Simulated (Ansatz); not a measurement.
# ZnCu: the cost of one run

Computed with Ansatz 0.2.0 (DFT PBEsol, scalar-relativistic, unless a step's input says otherwise).

## (1) The system as given

It takes space group Pm-3m (No. 221, cubic). The conventional cell has a = 2.945 Å, b = 2.945 Å, c = 2.945 Å, α = 90.00°, β = 90.00°, γ = 90.00°. Around Zn (site symmetry m-3m) lie 8 Cu at 2.55 Å. Cu (site symmetry m-3m) has 8 Zn at 2.55 Å as nearest neighbours.

Coordinates:

```
CELL_PARAMETERS angstrom
2.94500 0.00000 0.00000
0.00000 2.94500 0.00000
0.00000 0.00000 2.94500
ATOMIC_POSITIONS crystal
Zn 0.50000 0.50000 0.50000
Cu 0.00000 0.00000 0.00000
```

Atoms are numbered in the order of the input: Zn1, Cu2.

## (2) The deformed structure

Space group Pm-3m before, P4/mmm after.

## (3) Full-potential LAPW

Input file input.yaml:

```yaml
crystal:
  lattice:
    - [2.945, 0.0, 0.0]
    - [0.0, 2.945, 0.0]
    - [0.0, 0.0, 2.91555]
  atoms:
    - { symbol: Zn, position: [0.5, 0.5, 0.5] }
    - { symbol: Cu, position: [0.0, 0.0, 0.0] }
kpoints:
  mp_grid: { grid: [14, 14, 14] }
  band_path:
    path:
      - [0.0, 0.0, 0.0]
      - [0.0, 0.5, 0.0]
      - [0.5, 0.5, 0.0]
      - [0.0, 0.0, 0.0]
      - [0.0, 0.0, 0.5]
      - [0.0, 0.5, 0.5]
      - [0.5, 0.5, 0.5]
      - [0.0, 0.0, 0.5]
      - [0.0, 0.5, 0.0]
    npoints: 5
scf:
  occupations: { method: fermi_dirac, width: 0.05 }
hamiltonian:
  xc: pbesol
  pseudopotentials: { kind: all_electron, lapw: { basis_error: 0.0005 } }
output:
  forces: true
  stress: true
  eigenvalues: true
```

The run is started by

```console
$ ansatz run input.yaml --threads 1 --pin off --max-ram 3072MiB --backend cpu --events-out ev --progress --plain --runs-dir out
```

Q: Estimate wall time and peak memory on 1 thread of Arm Neoverse V1, shared host.

About 94 s, with a peak of 0.97 GiB.
